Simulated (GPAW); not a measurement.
# LaFeGe: equation of state with PBE

The system is LaFeGe.

```xyz
3
Lattice="4.2318 0.0000 0.0000 -2.1159 3.6649 0.0000 0.0000 0.0000 4.2858" Properties=species:S:1:pos:R:3 pbc="T T T"
La    0.0000    0.0000    0.0000
Ge    2.1159    1.2216    2.1429
Fe    0.0000    2.4432    2.1429
```

The cell comes from a database or a generator and needn't be the stable form of this composition.

```
Program             : GPAW 26.7.0
Task                : equation of state
Functional          : PBE
Potentials or basis : GPAW PAW data sets (gpaw-data 1.2.1)
Cutoff              : 800 eV
Basis               : pw
k mesh              : 7 × 7 × 6
Occupations         : fermi-dirac, width 0.05 eV
Spin                : collinear spin, ferromagnetic start
Starting moments    : [0.0, 0.0, 3.0] μB
```

The equilibrium volume is 22.17 Å³/atom, the bulk modulus at fixed shape and positions is 67 GPa and the pressure derivative of the bulk modulus is 4.0 (rough: it moves with the points fitted).

Energy against volume, from the lowest point:
| volume (Å³/atom) | energy (meV/atom) |
| --- | --- |
| 20.827 | 18.84 |
| 21.270 | 8.11 |
| 21.713 | 2.02 |
| 22.156 | 0.00 |
| 22.599 | 1.65 |
| 23.042 | 6.64 |
| 23.485 | 14.79 |

Run time: 16 min on 1 thread of Intel(R) Xeon(R) CPU @ 2.80GHz (Skylake/Cascade Lake), on a shared host, peak memory 0.94 GiB.

Caveat: one-centre terms of the f shell are cut off; the cell was scaled at fixed shape and fractional positions, which overstates the stiffness of a crystal with free parameters, most of all of layers and chains. The run has no spin-orbit coupling, so splittings on La are missing.
